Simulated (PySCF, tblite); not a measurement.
# C₇H₈ClO radical: geometry, infrared bands and EPR parameters

What infrared bands and EPR parameters should C₇H₈ClO radical (`C=C[C@H]1[C](Cl)CCC1=O`) show?

The runs use tblite 0.8.0 and PySCF 2.14.0, with density-fitted response routines of our own; the level of theory stands in each step. All values are computed, except where a source is named. Atoms are numbered from 0 throughout.

## Step 1: The molecule as given

17 atoms, charge 0, multiplicity 2; geometry from: force field or distance geometry start.

Bonds of the start (Å): C0–C1 1.36, C1–C2 1.47, C2–C3 1.50, C3–Cl4 1.74, C3–C5 1.51, C5–C6 1.50, C6–C7 1.50, C7–O8 1.23, C7–C2 1.50, C0–H9 1.08, C0–H10 1.08, C1–H11 1.10, C2–H12 1.12, C5–H13 1.13, C5–H14 1.09, C6–H15 1.11, C6–H16 1.12.

## Step 2: Geometry optimisation with GFN2-xTB

The job: settings as JSON, then the geometry in Å.

```
{"job": {"kind": "relax", "xc": "GFN2-xTB", "basis": "xTB"}, "charge": 0, "multiplicity": 2}
C      2.712600    -0.643200    -0.129600
C      1.362400    -0.738900    -0.266000
C      0.516700     0.221600     0.447900
C     -0.311800     1.118800    -0.430200
Cl    -0.310400     0.731000    -2.128800
C     -1.676800     1.101400     0.217000
C     -1.772000    -0.273600     0.819000
C     -0.409500    -0.463200     1.416300
O     -0.097700    -1.055500     2.447000
H      3.360500    -1.342600    -0.630100
H      3.058500     0.164800     0.493300
H      0.977000    -1.558500    -0.883100
H      1.198700     0.884400     1.045900
H     -1.616500     1.814900     1.086100
H     -2.485000     1.379100    -0.454900
H     -2.560500    -0.319700     1.595800
H     -1.953300    -1.008700    -0.006200
```

On the command line:

```sh
> OMP_NUM_THREADS=1 python probes_run.py task.json out
```

This one command runs all jobs of the session in turn.

The log of the run:

```text
step      E/eV     max force
  0    -750.15776    3.142
  1    -750.31348    3.584
  2    -750.42845    0.970
  3    -750.46257    0.855
  4    -750.51366    0.460
  5    -750.54019    0.384
  6    -750.55964    0.345
  7    -750.57773    0.299
  8    -750.58856    0.239
  9    -750.59513    0.197
 10    -750.60028    0.184
 11    -750.60683    0.246
 12    -750.61483    0.291
 13    -750.62323    0.258
 14    -750.62998    0.174
 15    -750.63465    0.129
 16    -750.63826    0.132
 17    -750.64117    0.121
 18    -750.64362    0.129
 19    -750.64656    0.156
 20    -750.65075    0.182
 21    -750.65617    0.225
 22    -750.66205    0.174
 23    -750.66763    0.194
 24    -750.67295    0.230
 25    -750.67839    0.248
 26    -750.68281    0.178
 27    -750.68544    0.105
 28    -750.68744    0.104
 29    -750.68993    0.151
 30    -750.69293    0.151
 31    -750.69557    0.135
 32    -750.69721    0.127
 33    -750.69882    0.121
 34    -750.70068    0.132
 35    -750.70408    0.104
 36    -750.70598    0.100
 37    -750.70802    0.110
 38    -750.71007    0.146
 39    -750.71292    0.152
 40    -750.71569    0.102
 41    -750.71740    0.120
 42    -750.71738    0.158
 43    -750.71987    0.097
 44    -750.72105    0.089
 45    -750.72347    0.067
 46    -750.72445    0.071
 47    -750.72539    0.099
 48    -750.72610    0.083
 49    -750.72720    0.065
 50    -750.72776    0.060
 51    -750.72846    0.053
 52    -750.72895    0.049
 53    -750.72938    0.054
 54    -750.72976    0.062
 55    -750.73024    0.064
 56    -750.73097    0.068
 57    -750.73172    0.087
 58    -750.73285    0.109
 59    -750.73413    0.109
 60    -750.73527    0.093
 61    -750.72618    0.433
 62    -750.73611    0.049
 63    -750.73650    0.052
 64    -750.73658    0.220
 65    -750.73806    0.060
 66    -750.73865    0.063
 67    -750.73840    0.269
 68    -750.74107    0.059
 69    -750.74198    0.059
 70    -750.74359    0.134
 71    -750.74441    0.066
 72    -750.74509    0.068
 73    -750.74665    0.069
 74    -750.74742    0.069
 75    -750.74807    0.074
 76    -750.74878    0.068
 77    -750.74960    0.056
 78    -750.75038    0.067
 79    -750.75106    0.060
 80    -750.75154    0.051
 81    -750.75192    0.048
 82    -750.75225    0.047
 83    -750.75265    0.046
 84    -750.75310    0.049
 85    -750.75361    0.058
 86    -750.75409    0.063
 87    -750.75456    0.054
 88    -750.75516    0.072
 89    -750.75597    0.069
 90    -750.75682    0.047
 91    -750.75753    0.055
 92    -750.75810    0.057
 93    -750.75871    0.084
 94    -750.75941    0.065
 95    -750.76009    0.046
 96    -750.76044    0.029
 97    -750.76055    0.029
 98    -750.76064    0.033
 99    -750.76076    0.028
100    -750.76086    0.034
101    -750.76093    0.028
102    -750.76098    0.017
103    -750.76102    0.012
104    -750.76105    0.013
105    -750.76107    0.014
106    -750.76109    0.014
107    -750.76112    0.015
108    -750.76117    0.017
109    -750.76125    0.020
110    -750.76138    0.023
111    -750.76155    0.029
112    -750.76173    0.035
113    -750.76194    0.039
114    -750.76221    0.048
115    -750.76263    0.062
116    -750.76322    0.062
117    -750.76384    0.072
118    -750.76430    0.038
119    -750.76469    0.045
120    -750.76491    0.055
121    -750.76499    0.082
122    -750.76528    0.029
123    -750.76543    0.040
124    -750.76560    0.037
125    -750.76569    0.026
126    -750.76573    0.014
127    -750.76575    0.013
128    -750.76578    0.012
129    -750.76582    0.012
130    -750.76584    0.010
131    -750.76584    0.005
```

Run time: 1.1 s. Hardware: 1 thread of Arm Neoverse V1, shared host.

Along the way: (not every step is listed)

| step | energy from step 0 (eV) | largest force (eV/Å) |
| --- | --- | --- |
| 0 | 0.0000 | 3.1422 |
| 1 | -0.1557 | 3.5839 |
| 2 | -0.2707 | 0.9699 |
| 3 | -0.3048 | 0.8548 |
| 4 | -0.3559 | 0.4601 |
| 5 | -0.3824 | 0.3842 |
| 6 | -0.4019 | 0.3450 |
| 7 | -0.4200 | 0.2987 |
| 8 | -0.4308 | 0.2387 |
| 19 | -0.4888 | 0.1563 |
| 30 | -0.5352 | 0.1514 |
| 41 | -0.5596 | 0.1203 |
| 52 | -0.5712 | 0.0490 |
| 63 | -0.5787 | 0.0519 |
| 74 | -0.5897 | 0.0685 |
| 85 | -0.5958 | 0.0577 |
| 96 | -0.6027 | 0.0293 |
| 107 | -0.6034 | 0.0150 |
| 118 | -0.6065 | 0.0379 |
| 126 | -0.6080 | 0.0142 |
| 127 | -0.6080 | 0.0129 |
| 128 | -0.6080 | 0.0122 |
| 129 | -0.6081 | 0.0117 |
| 130 | -0.6081 | 0.0098 |
| 131 | -0.6081 | 0.0051 |

Close pairs (by a distance rule), those that changed most:

| bond | before (Å) | after (Å) | change (Å) |
| --- | --- | --- | --- |
| C1–C2 | 1.465 | 1.512 | +0.046 |
| C3–Cl4 | 1.742 | 1.701 | -0.042 |
| C0–C1 | 1.360 | 1.319 | -0.041 |
| C5–H13 | 1.126 | 1.093 | -0.033 |
| C7–O8 | 1.229 | 1.199 | -0.030 |
| C6–H16 | 1.120 | 1.090 | -0.030 |
| C2–H12 | 1.123 | 1.095 | -0.028 |
| C5–C6 | 1.504 | 1.530 | +0.026 |

The end geometry stands in the next job.

## Step 3: Vibrational analysis with GFN2-xTB

The job: settings as JSON, then the geometry in Å.

```
{"job": {"kind": "ir", "xc": "GFN2-xTB", "basis": "xTB"}, "charge": 0, "multiplicity": 2}
C      2.644703    -0.798626    -0.299655
C      1.332274    -0.666271    -0.284186
C      0.589359     0.298624     0.611710
C     -0.305264     1.198754    -0.161459
Cl     0.290268     2.214762    -1.388524
C     -1.724982     0.750661    -0.140189
C     -1.802674    -0.168435     1.080301
C     -0.378815    -0.485271     1.494275
O     -0.061317    -1.234374     2.374478
H      3.134402    -1.490242    -0.963764
H      3.283546    -0.226589     0.352241
H      0.704213    -1.244976    -0.947272
H      1.322805     0.830957     1.226540
H     -2.413053     1.597033    -0.071525
H     -1.987283     0.209098    -1.059492
H     -2.288873     0.320513     1.926370
H     -2.346306    -1.093587     0.889705
```

The log of the run:

```text
mode    cm-1     km/mol
  1      30.8      7.41
  2      46.0      0.41
  3      70.9      0.49
  4     119.7      0.97
  5     191.6      0.56
  6     229.4      3.46
  7     337.8      9.50
  8     363.9      2.48
  9     435.2      3.94
 10     486.3     12.60
 11     519.5      0.41
 12     611.2      0.05
 13     641.0     13.64
 14     769.5      6.46
 15     833.1      8.08
 16     844.7      2.84
 17     890.5     17.41
 18     932.6      3.77
 19     963.7      1.63
 20    1012.2     18.45
 21    1035.5     12.76
 22    1057.8     12.33
 23    1063.6     19.84
 24    1102.8     70.22
 25    1110.9    100.96
 26    1162.2      7.03
 27    1180.7     34.79
 28    1206.8     10.24
 29    1222.8     18.84
 30    1267.7      4.41
 31    1282.3      9.02
 32    1285.7     10.65
 33    1403.0      2.96
 34    1427.5     12.68
 35    1465.0     14.24
 36    1691.9     22.48
 37    1803.1    374.21
 38    2861.7     13.81
 39    2918.9      6.71
 40    2955.3     18.30
 41    2982.5      5.26
 42    3006.0      7.33
 43    3067.8     20.67
 44    3103.5      9.41
 45    3129.9     33.98
```

Wall time 0.68 s (1 thread of Arm Neoverse V1, shared host).

Which atoms move in the most intense modes:

| cm⁻¹ | km/mol | atoms |
| --- | --- | --- |
| 1064 | 19.8 | C2 22 %, C1 13 %, H15 11 %, H14 11 % |
| 1103 | 70.2 | C7 20 %, C2 17 %, H14 16 %, H15 15 % |
| 1111 | 101.0 | C7 40 %, H16 11 %, H12 11 %, C6 10 % |
| 1181 | 34.8 | H12 43 %, C2 17 % |
| 1692 | 22.5 | C1 48 %, C0 43 % |
| 1803 | 374.2 | C7 62 %, O8 37 % |
| 3068 | 20.7 | H11 91 % |
| 3130 | 34.0 | H9 48 %, H10 40 % |

## Step 4: EPR parameters: B3LYP/pcH-1

The job, as its differences from that of step 3:

```diff
@@ -1,2 +1,2 @@
-{"job": {"kind": "ir", "xc": "GFN2-xTB", "basis": "xTB"}, "charge": 0, "multiplicity": 2}
+{"job": {"kind": "epr", "basis": "pcH-1"}, "charge": 0, "multiplicity": 2}
 C      2.644703    -0.798626    -0.299655
```

Method: UKS B3LYP, pcH-1 on C Cl H O, non-relativistic, mean-field spin-orbit, GIAO.

The log of the run:

```text
UKS, coarse grid
  cycle   1  E = -806.76752942  |g| = 6.41e-01
  cycle   2  E = -805.79245385  |g| = 1.59e+00
  cycle   3  E = -806.89954836  |g| = 2.43e-01
  cycle   4  E = -806.92789592  |g| = 7.82e-02
  cycle   5  E = -806.93068655  |g| = 2.93e-02
  cycle   6  E = -806.93106145  |g| = 1.16e-02
  cycle   7  E = -806.93112107  |g| = 4.73e-03
  cycle   8  E = -806.93113333  |g| = 2.04e-03
  cycle   9  E = -806.93113456  |g| = 9.58e-04
UKS, final grid
  cycle   1  E = -806.93109436  |g| = 1.61e-03
  cycle   2  E = -806.93109166  |g| = 3.02e-03
  cycle   3  E = -806.93109546  |g| = 3.90e-04
  cycle   4  E = -806.93109552  |g| = 6.09e-05
  cycle   5  E = -806.93109552  |g| = 3.86e-05
  cycle   6  E = -806.93109553  |g| = 2.04e-05
E = -806.93109553 Eh   <S^2> = 0.7542 (exact 0.7500)
g shifts (ppm)      1          2          3
  rmc          -172       -172       -172
  gc             -1         30         24
  oz_so        -519       4542       6070
  total        -692       4399       5922
hyperfine (MHz)  atom isotope    a_iso     a_fc   dipolar eigenvalues
    0   13C       2.21       2.21     -1.58     -0.87      2.45
    1   13C      60.00      60.02     -5.16     -4.73      9.89
    2   13C     -23.74     -23.78     -2.27     -0.64      2.91
    3   13C     149.81     149.36    -78.95    -78.13    157.08
    4  35Cl       7.58       7.69    -27.40    -17.31     44.71
    5   13C     -25.69     -25.73     -2.08     -0.72      2.80
    6   13C       1.70       1.70     -0.95     -0.78      1.74
    7   13C      -0.64      -0.64     -1.18     -0.66      1.84
    8   17O       0.37       0.37     -0.52     -0.23      0.75
    9    1H       3.54       3.53     -1.34     -0.78      2.13
   10    1H      -0.16      -0.16     -1.34     -0.84      2.19
   11    1H      -2.86      -2.86     -4.30     -1.66      5.96
   12    1H      78.91      78.90     -4.87     -4.44      9.30
   13    1H      77.83      77.81     -4.74     -4.59      9.33
   14    1H     121.60     121.59     -4.49     -2.84      7.33
   15    1H      -2.25      -2.26     -2.46     -2.11      4.56
   16    1H      -2.75      -2.75     -1.87     -1.52      3.39
```

Wall time 2.7 min (1 thread of Arm Neoverse V1, shared host); peak memory 1.1 GiB.

Principal g values 2.00163, 2.00672, 2.00824; g(iso) = 2.00553, against 2.00232 for a free electron.

Hyperfine couplings, nucleus by nucleus at this fixed geometry (no averaging over rotations):

| nuclei | isotope | a(iso) (MHz) | a(iso) (G, at g = 2.0023) | largest dipolar term (MHz) |
| --- | --- | --- | --- | --- |
| C3 | 13C | 149.8 | 53.5 | 157.1 |
| H14 | 1H | 121.6 | 43.4 | 7.3 |
| H12 | 1H | 78.9 | 28.2 | 9.3 |
| H13 | 1H | 77.8 | 27.8 | 9.3 |
| C1 | 13C | 60.0 | 21.4 | 9.9 |
| C5 | 13C | -25.7 | -9.2 | 2.8 |
| C2 | 13C | -23.7 | -8.5 | 2.9 |
| Cl4 | 35Cl | 7.6 | 2.7 | 44.7 |
| H9 | 1H | 3.5 | 1.3 | 2.1 |
| H11 | 1H | -2.9 | -1.0 | 6.0 |
| H16 | 1H | -2.7 | -1.0 | 3.4 |
| H15 | 1H | -2.3 | -0.8 | 4.6 |
| C0 | 13C | 2.2 | 0.8 | 2.4 |
| C6 | 13C | 1.7 | 0.6 | 1.7 |

Mulliken spin populations:

C0 0.01; C1 0.04; C2 -0.06; C3 0.88; Cl4 0.08; C5 -0.07; C6 0.01; C7 0.00; O8 0.00; H9 0.00; H10 0.00; H11 0.00; H12 0.03; H13 0.03; H14 0.06; H15 0.00; H16 0.00

In first order the couplings over 0.8 MHz of 1H, 35Cl give 508 distinct lines over 111.5 G.

The fields below are evaluated on a grid from the run's orbitals.

ELF in a plane through or near 8 of the atoms.

Ten even steps from ' ' (0.00) to '@' (1.00):
```
                                                        
                                                        
                                                        
                        ..::::::..                      
                      ::++**##**==                      
                      **%%%%%%%%**                      
                      ++%%%%**##--  ..++++::            
            ......      ..==**++==::%%@@@@%%::          
        ..**%%##--    ..--##**--##**@@@@@@@@--          
        ++@@@@@@##  ..**::++##--::==**%%##--            
        ++@@@@@@**....**==..**..  ::::..                
        ..**%%##==....==++@@%%++**--++**++::            
          ..::::::..    ::++::--%%==%%@@@@@@==          
                      --++##%%**--..**@@@@@@--          
                    ++%%##::::##--    ==**--            
                  ::**%%==##::%%##..                    
                  ..==##%%**%%@@##::                    
                      ::==++****==..                    
                          ......                        
                                                        
```
The map spans 12.3 Å across and 10.6 Å up, centred on the molecule. Atoms in the plane (x, y in Å): C2 (-0.4, 0.1), C3 (0.5, -1.1), Cl4 (-0.1, -2.7), C7 (0.5, 1.3), O8 (0.2, 2.4), H10 (-3.2, 0.2), H13 (2.6, -1.3), H15 (2.6, 1.1).

log10 of the density (e/Å³) in the same plane.

Ten even steps from ' ' (-4.0) to '@' (1.7):
```
                                                        
                                                        
                        ..::::::..                      
                    ..::--======--::                    
                    ::==++++**++==--....                
                  ..--++**######++==--::::..            
        ....::::::::--++**##%%##**========--::..        
      ..::------------==++**####**++****++==--..        
      ::--==++++++====++****####****####**==--::        
    ..::==++####**++++**######**********++==--..        
    ..::==**####**++**##@@%%****++**++++==--::..        
    ..::==++++**++++++****######******++++==--..        
      ..----==========++++**%%%%##******++==--..        
        ..::--------==++**######**++++++++==--..        
          ....::::--==**##%%##**++======----::          
                ::--==**##@@%%##++==--::::..            
                ..--==****####**++--::..                
                ..::--==++++++++==--..                  
                  ..::------------..                    
                      ............                      
```
The map spans 12.3 Å across and 10.6 Å up, centred on the molecule. Atoms in the plane (x, y in Å): C2 (-0.4, 0.1), C3 (0.5, -1.1), Cl4 (-0.1, -2.7), C7 (0.5, 1.3), O8 (0.2, 2.4), H10 (-3.2, 0.2), H13 (2.6, -1.3), H15 (2.6, 1.1).

On the surface of density 0.002 e/bohr³ the electrostatic potential runs, from the 1st to the 99th percentile, from -1.59 V near O8 to 1.17 V near H11.

The spin density lies nearest to C3 64 %; Cl4 14 %.

## Step 5: Summary of results

| quantity | value |
| --- | --- |
| strongest single infrared mode (GFN2-xTB) | 1803 cm⁻¹, 374 km/mol |
| zero-point energy (GFN2-xTB) | 80.2 kcal/mol |
| g(iso) (B3LYP) | 2.00553 |
| ⟨S²⟩ | 0.754 (exact 0.75) |
| largest a(iso) | 13C on C3, 149.8 MHz |
| surface potential, 1st and 99th percentile | -1.59 V and 1.17 V |

What this shows: Over 131 steps the energy fell by 0.608 eV; of the close pairs, C1–C2 changed most, 1.465 to 1.512 Å. No mode is imaginary among the 45: a minimum at this level. The strongest single mode, at 1803 cm⁻¹, moves mainly C7 and O8. Unscaled tight-binding wavenumbers are off by several per cent, some by more. Its intensities can rank the bands wrongly. Most of the unpaired spin sits on C3 (0.88 e). The isotropic g lies 3.2 ppt above the free-electron value.
